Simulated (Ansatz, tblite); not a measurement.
# SnHMe2(OAc) (C₄H₁₀O₂Sn): charged states by level of theory

Aim: the energy of removing and adding an electron for SnHMe2(OAc) (C₄H₁₀O₂Sn), by energy differences, and how well orbital energies stand in for it.

The runs use Ansatz 0.2.0, Gaussian basis; as each input shows.

Plan: charge +1 doublet, at the geometry of the singlet (PBE0-D4/def2-TZVP, PBE-D4/def2-TZVP, LDA/def2-TZVP); charge -1 doublet, at the geometry of the singlet (PBE0-D4/def2-TZVPD, PBE-D4/def2-TZVPD, LDA/def2-TZVPD); the starting singlet's energies come from earlier runs.

2 further runs of the same task are left out: 2 set aside as unsound or not needed.

### Step 1. The relaxed structure

The singlet was relaxed beforehand with PBE-D4/def2-SVP.

17 atoms, charge 0, spin multiplicity 1.

Atoms are counted from 1 here; the program's logs count them from 0.

Bond lengths: Sn1–H2 1.729 Å, Sn1–C3 2.168 Å, Sn1–C7 2.158 Å, Sn1–O11 2.133 Å, C3–H4 1.107 Å, C3–H5 1.107 Å, C3–H6 1.108 Å, C7–H8 1.105 Å, C7–H9 1.108 Å, C7–H10 1.108 Å, O11–C12 1.317 Å, C12–C13 1.512 Å, C12–O14 1.240 Å, C13–H15 1.104 Å, C13–H16 1.108 Å, C13–H17 1.108 Å. Angles: H2–Sn1–C3 111.1°, H2–Sn1–C7 117.7°, H2–Sn1–O11 108.9°, C3–Sn1–C7 111.8°, C3–Sn1–O11 95.4°, C7–Sn1–O11 109.6°, Sn1–C3–H4 109.6°, Sn1–C3–H5 109.8°, Sn1–C3–H6 110.0°, H4–C3–H5 109.1°, H4–C3–H6 109.2°, H5–C3–H6 109.1°, Sn1–C7–H8 109.2°, Sn1–C7–H9 108.4°, Sn1–C7–H10 110.2°, H8–C7–H9 109.4°, H8–C7–H10 110.6°, H9–C7–H10 109.1° and more.

Geometry (Å):

```csv
atom,x (Å),y (Å),z (Å)
Sn1,0.7426,0.7104,0.5899
H2,0.8412,0.6065,2.3134
C3,2.7070,0.5594,-0.3158
H4,2.6070,0.5417,-1.4179
H5,3.2030,-0.3720,0.0175
H6,3.3288,1.4274,-0.0209
C7,-0.4061,2.3318,-0.2526
H8,-1.3426,2.4499,0.3220
H9,-0.6487,2.0786,-1.3033
H10,0.1846,3.2687,-0.2330
O11,0.0271,-1.1473,-0.1758
C12,-1.2031,-1.2348,0.2874
C13,-1.9570,-2.4810,-0.1195
O14,-1.6925,-0.3482,1.0032
H15,-2.9685,-2.4805,0.3221
H16,-1.3980,-3.3800,0.2077
H17,-2.0248,-2.5305,-1.2246
```

Sn takes a core potential in the def2 sets. No spin-orbit coupling is included.

### Step 2. Charge +1 doublet at the fixed geometry, PBE0-D4/def2-TZVP

in.yaml

```yaml
crystal:
  periodic: [false, false, false]
  atoms:
    - {symbol: Sn, position_ang: [0.742587, 0.710429, 0.589887]}
    - {symbol: H, position_ang: [0.841174, 0.606512, 2.313421]}
    - {symbol: C, position_ang: [2.706996, 0.559396, -0.315754]}
    - {symbol: H, position_ang: [2.606960, 0.541749, -1.417867]}
    - {symbol: H, position_ang: [3.203046, -0.371980, 0.017509]}
    - {symbol: H, position_ang: [3.328790, 1.427361, -0.020896]}
    - {symbol: C, position_ang: [-0.406090, 2.331822, -0.252639]}
    - {symbol: H, position_ang: [-1.342591, 2.449856, 0.322035]}
    - {symbol: H, position_ang: [-0.648689, 2.078565, -1.303310]}
    - {symbol: H, position_ang: [0.184638, 3.268685, -0.232964]}
    - {symbol: O, position_ang: [0.027084, -1.147322, -0.175756]}
    - {symbol: C, position_ang: [-1.203149, -1.234820, 0.287435]}
    - {symbol: C, position_ang: [-1.956992, -2.481042, -0.119482]}
    - {symbol: O, position_ang: [-1.692484, -0.348197, 1.003155]}
    - {symbol: H, position_ang: [-2.968452, -2.480531, 0.322067]}
    - {symbol: H, position_ang: [-1.398021, -3.380024, 0.207721]}
    - {symbol: H, position_ang: [-2.024799, -2.530458, -1.224562]}
basis:
  gaussian: {orbitals: def2-TZVP}
total_charge: 1
magnetization: {spin_polarized: true, initial_magnetization: 1}
hamiltonian: {xc: pbe0, dispersion: d4}
scf: {omitted_lower_state_checks: [starts]}
output: {orbitals: {seedname: orbitals}}
```

Run with:

```sh
ansatz run in.yaml --threads 2 --pin off --events-out ev --progress --plain --max-ram 32768MiB --backend cuda --devices 0, --max-vram 18GiB
```

Output:

```text
Functional definition: PBE0
  name "PBE0"
  cite "Adamo & Barone, J. Chem. Phys. 110, 6158 (1999) doi:10.1063/1.478522"
  cite "Perdew, Burke & Ernzerhof, Phys. Rev. Lett. 77, 3865 (1996) doi:10.1103/PhysRevLett.77.3865"
  parent pbe
  parameter a = 0.25
  parameter kappa = 0.804
  parameter beta = 0.06672455060314922
  exchange = (1 - a)*pbe_x(kappa = kappa, mu = beta*pi^2/3) + a*exact_x
  correlation = pbe_c(beta = beta)
these checks for a lower state are left out or cut short: starts
1923 factors; their error is unknown
mean field evaluation 1: about -14195.9030 eV, gradient 7.8e1 eV
mean field evaluation 2: about -14111.7395 eV, gradient 1.4e2 eV
mean field evaluation 4: about -14220.2586 eV, gradient 2.2e1 eV
mean field evaluation 8: about -14222.3352 eV, gradient 1.0e0 eV
mean field evaluation 16: about -14222.4196 eV, gradient 4.0e-2 eV
mean field evaluation 32: about -14222.4196 eV, gradient 5.5e-5 eV
mean field -14222.41960455 eV, -522.6642801648 hartree, gradient 5.5e-5 eV, S^2 0.761856; 0 other end points of the search recorded, 0 dependent functions left out
reference -14222.41964543 eV, -522.6642816673 hartree; 36, 35 occupied and 260, 261 virtual orbitals, 1923 factors
Total energy: -14222.71585560 eV, -522.6751671903 hartree
Checks for a lower state left out: starts
```

Run time: 15 s. Hardware: 1 × H100 (card shared with other runs) with 2 threads of AMD EPYC 7R13, shared host; peak host memory 0.91 GiB.

Report: HOMO -12.78 eV, LUMO -11.05 eV (over both spins); ⟨S²⟩ 0.762 (pure: 0.75).

### Step 3. Charge +1 doublet at the fixed geometry, PBE-D4/def2-TZVP

start.molden holds the orbitals of an earlier run on this state, given as this run's starting guess.

Edit in.yaml of step 2 so:

```diff
@@ -21,6 +21,6 @@
 basis:
-  gaussian: {orbitals: def2-TZVP}
+  gaussian: {orbitals: def2-TZVP, initial_orbitals: start.molden}
 total_charge: 1
 magnetization: {spin_polarized: true, initial_magnetization: 1}
-hamiltonian: {xc: pbe0, dispersion: d4}
+hamiltonian: {xc: pbe, dispersion: d4}
 scf: {omitted_lower_state_checks: [starts]}
```

Same command.

Output:

```text
Functional definition: PBE
  name "PBE"
  cite "Perdew, Burke & Ernzerhof, Phys. Rev. Lett. 77, 3865 (1996) doi:10.1103/PhysRevLett.77.3865"
  parent pbe
  parameter kappa = 0.804
  parameter beta = 0.06672455060314922
  exchange = pbe_x(kappa = kappa, mu = beta*pi^2/3)
  correlation = pbe_c(beta = beta)
these checks for a lower state are left out or cut short: starts
1850 factors; their error is unknown
mean field evaluation 1: about -14221.9813 eV, gradient 8.1e0 eV
mean field evaluation 2: about -14222.1816 eV, gradient 2.3e-1 eV
mean field evaluation 4: about -14222.1331 eV, gradient 1.1e-2 eV
mean field evaluation 8: about -14222.1331 eV, gradient 9.9e-6 eV
mean field -14222.13312016 eV, -522.6537520578 hartree, gradient 9.9e-6 eV, S^2 0.753397; 0 other end points of the search recorded, 0 dependent functions left out
reference -14222.13317443 eV, -522.6537540520 hartree; 36, 35 occupied and 260, 261 virtual orbitals, 1850 factors
Total energy: -14222.47916480 eV, -522.6664689639 hartree
Checks for a lower state left out: starts
```

Wall time 12 s (1 × H100 (card shared with other runs) with 2 threads of AMD EPYC 7R13, shared host); peak host memory 0.85 GiB.

From the report: HOMO -12.02 eV, LUMO -11.52 eV (over both spins); ⟨S²⟩ 0.753 (pure: 0.75).

### Step 4. Charge +1 doublet at the fixed geometry, LDA/def2-TZVP

Edit in.yaml of step 3 so:

```diff
@@ -24,3 +24,3 @@
 magnetization: {spin_polarized: true, initial_magnetization: 1}
-hamiltonian: {xc: pbe, dispersion: d4}
+hamiltonian: {xc: lda}
 scf: {omitted_lower_state_checks: [starts]}
```

Launched as before.

Output:

```text
Functional definition: SPW92
  name "SPW92"
  cite "Dirac, Proc. Camb. Phil. Soc. 26, 376 (1930) doi:10.1017/S0305004100016108"
  cite "Slater, Phys. Rev. 81, 385 (1951) doi:10.1103/PhysRev.81.385"
  cite "Perdew & Wang, Phys. Rev. B 45, 13244 (1992) doi:10.1103/PhysRevB.45.13244"
  exchange = slater_x
  correlation = pw_c
these checks for a lower state are left out or cut short: starts
1850 factors; their error is unknown
mean field evaluation 1: about -14152.4523 eV, gradient 3.3e1 eV
mean field evaluation 2: about -14153.2055 eV, gradient 1.1e0 eV
mean field evaluation 4: about -14153.1788 eV, gradient 3.8e-1 eV
mean field evaluation 8: about -14153.1793 eV, gradient 9.0e-5 eV
mean field -14153.17925689 eV, -520.1197443211 hartree, gradient 1.6e-5 eV, S^2 0.752276; 0 other end points of the search recorded, 0 dependent functions left out
reference -14153.17930793 eV, -520.1197461968 hartree; 36, 35 occupied and 260, 261 virtual orbitals, 1850 factors
Total energy: -14153.17930793 eV, -520.1197461968 hartree
Checks for a lower state left out: starts
```

Run time: 12 s. Hardware: 1 × H100 (card shared with other runs) with 2 threads of AMD EPYC 7R13, shared host; peak host memory 0.82 GiB.

From the report: HOMO -12.21 eV, LUMO -11.76 eV (over both spins); ⟨S²⟩ 0.752 (pure: 0.75).

### Step 5. Vertical ionisation energy

Charged state less starting state, singlet to doublet; the starting state's energies are those of its earlier runs.

```csv
level,vertical ionisation energy (eV),time
LDA/def2-TZVP,+9.10,16 s
PBE-D4/def2-TZVP,+8.93,18 s
PBE0-D4/def2-TZVP,+9.37,22 s
```

Times add the two runs; a level without a time comes out of a correlated run.

Beside −ε(HOMO) of the starting state:

```csv
level,−ε(HOMO) (eV),by difference (eV),mismatch (eV)
LDA/def2-TZVP,6.29,9.10,-2.81
PBE-D4/def2-TZVP,6.11,8.93,-2.82
PBE0-D4/def2-TZVP,7.63,9.37,-1.75
```

### Step 6. Charge -1 doublet at the fixed geometry, PBE0-D4/def2-TZVPD

Edit in.yaml of step 4 so:

```diff
@@ -21,6 +21,6 @@
 basis:
-  gaussian: {orbitals: def2-TZVP, initial_orbitals: start.molden}
-total_charge: 1
+  gaussian: {orbitals: def2-TZVPD}
+total_charge: -1
 magnetization: {spin_polarized: true, initial_magnetization: 1}
-hamiltonian: {xc: lda}
+hamiltonian: {xc: pbe0, dispersion: d4}
 scf: {omitted_lower_state_checks: [starts]}
```

Same command.

Output, shortened:

```text
Functional definition: PBE0
  name "PBE0"
  cite "Adamo & Barone, J. Chem. Phys. 110, 6158 (1999) doi:10.1063/1.478522"
  cite "Perdew, Burke & Ernzerhof, Phys. Rev. Lett. 77, 3865 (1996) doi:10.1103/PhysRevLett.77.3865"
  parent pbe
[...]
2062 factors; their error is unknown
[...]
mean field -14231.14101710 eV, -522.9847861647 hartree, gradient 5.7e-6 eV, S^2 0.750164; 0 other end points of the search recorded, 0 dependent functions left out
reference -14231.14106280 eV, -522.9847878441 hartree; 37, 36 occupied and 337, 338 virtual orbitals, 2062 factors
Total energy: -14231.50387372 eV, -522.9981208996 hartree
Checks for a lower state left out: starts
```

It took 28 s on 1 × H100 (card shared with other runs) with 2 threads of AMD EPYC 7R13, shared host; peak host memory 0.96 GiB.

HOMO 1.56 eV, LUMO 2.52 eV (over both spins); ⟨S²⟩ 0.750 (pure: 0.75). Doubts: highest occupied level lies above zero.

### Step 7. Charge -1 doublet at the fixed geometry, PBE-D4/def2-TZVPD

Edit in.yaml of step 6 so:

```diff
@@ -21,6 +21,6 @@
 basis:
-  gaussian: {orbitals: def2-TZVPD}
+  gaussian: {orbitals: def2-TZVPD, initial_orbitals: start.molden}
 total_charge: -1
 magnetization: {spin_polarized: true, initial_magnetization: 1}
-hamiltonian: {xc: pbe0, dispersion: d4}
+hamiltonian: {xc: pbe, dispersion: d4}
 scf: {omitted_lower_state_checks: [starts]}
```

The command is unchanged.

Output, shortened:

```text
Functional definition: PBE
  name "PBE"
  cite "Perdew, Burke & Ernzerhof, Phys. Rev. Lett. 77, 3865 (1996) doi:10.1103/PhysRevLett.77.3865"
  parent pbe
[...]
1978 factors; their error is unknown
[...]
a density is far from that of the atoms, so the factors are made again for it
2756 factors; integrals over basis functions are off by at most 9.9e-4 eV
mean field -14230.57149080 eV, -522.9638564593 hartree, gradient 7.8e-6 eV, S^2 0.750183; 0 other end points of the search recorded, 0 dependent functions left out
reference -14230.57155037 eV, -522.9638586482 hartree; 37, 36 occupied and 337, 338 virtual orbitals, 2756 factors
Total energy: -14230.99506426 eV, -522.9794224966 hartree
Checks for a lower state left out: starts
```

Wall time 26 s (1 × H100 (card shared with other runs) with 2 threads of AMD EPYC 7R13, shared host); peak host memory 1 GiB.

HOMO 1.76 eV, LUMO 2.05 eV (over both spins); ⟨S²⟩ 0.750 (pure: 0.75). Doubts: highest occupied level lies above zero.

### Step 8. Charge -1 doublet at the fixed geometry, LDA/def2-TZVPD

Edit in.yaml of step 7 so:

```diff
@@ -24,3 +24,3 @@
 magnetization: {spin_polarized: true, initial_magnetization: 1}
-hamiltonian: {xc: pbe, dispersion: d4}
+hamiltonian: {xc: lda}
 scf: {omitted_lower_state_checks: [starts]}
```

Same command.

Output, shortened:

```text
Functional definition: SPW92
  name "SPW92"
  cite "Dirac, Proc. Camb. Phil. Soc. 26, 376 (1930) doi:10.1017/S0305004100016108"
  cite "Slater, Phys. Rev. 81, 385 (1951) doi:10.1103/PhysRev.81.385"
  cite "Perdew & Wang, Phys. Rev. B 45, 13244 (1992) doi:10.1103/PhysRevB.45.13244"
[...]
1978 factors; their error is unknown
[...]
a density is far from that of the atoms, so the factors are made again for it
2745 factors; integrals over basis functions are off by at most 9.9e-4 eV
mean field -14161.91547005 eV, -520.4407942332 hartree, gradient 6.3e-6 eV, S^2 0.750171; 0 other end points of the search recorded, 0 dependent functions left out
reference -14161.91551702 eV, -520.4407959595 hartree; 37, 36 occupied and 337, 338 virtual orbitals, 2745 factors
Total energy: -14161.91551702 eV, -520.4407959595 hartree
Checks for a lower state left out: starts
```

It took 23 s on 1 × H100 (card shared with other runs) with 2 threads of AMD EPYC 7R13, shared host; peak host memory 0.99 GiB.

Report: HOMO 1.71 eV, LUMO 1.90 eV (over both spins); ⟨S²⟩ 0.750 (pure: 0.75). Doubts: highest occupied level lies above zero.

### Step 9. Vertical electron affinity

Starting state less charged state (positive: the electron is bound), singlet to doublet; the starting state's energies are those of its earlier runs.

```csv
level,vertical electron affinity (eV),time
LDA/def2-TZVPD,-0.43,28 s
PBE-D4/def2-TZVPD,-0.47,30 s
PBE0-D4/def2-TZVPD,-0.63,37 s
```

Times add the two runs; a level without a time comes out of a correlated run.

Beside −ε(LUMO) of the starting state:

```csv
level,−ε(LUMO) (eV),by difference (eV),mismatch (eV)
LDA/def2-TZVPD,1.21,-0.43,+1.64
PBE-D4/def2-TZVPD,0.99,-0.47,+1.46
PBE0-D4/def2-TZVPD,0.17,-0.63,+0.80
```

### Step 10. Results

| quantity | value |
| --- | --- |
| vertical ionisation energy, functionals in def2-TZVP | 8.93 (PBE-D4) to 9.37 eV (PBE0-D4) |
| vertical electron affinity, functionals in def2-TZVPD | -0.63 (PBE0-D4) to -0.43 eV (LDA) |

In words: The vertical ionisation energy spans 8.93 to 9.37 eV over the functionals. −ε(HOMO) misses the level's own difference by -1.75 eV at best (PBE0-D4) and -2.82 eV at worst (PBE-D4). The vertical electron affinity spans -0.63 to -0.43 eV over the functionals. A negative affinity means an unbound electron, held by the basis alone. −ε(LUMO) misses the level's own difference by +0.80 eV at best (PBE0-D4) and +1.64 eV at worst (LDA).
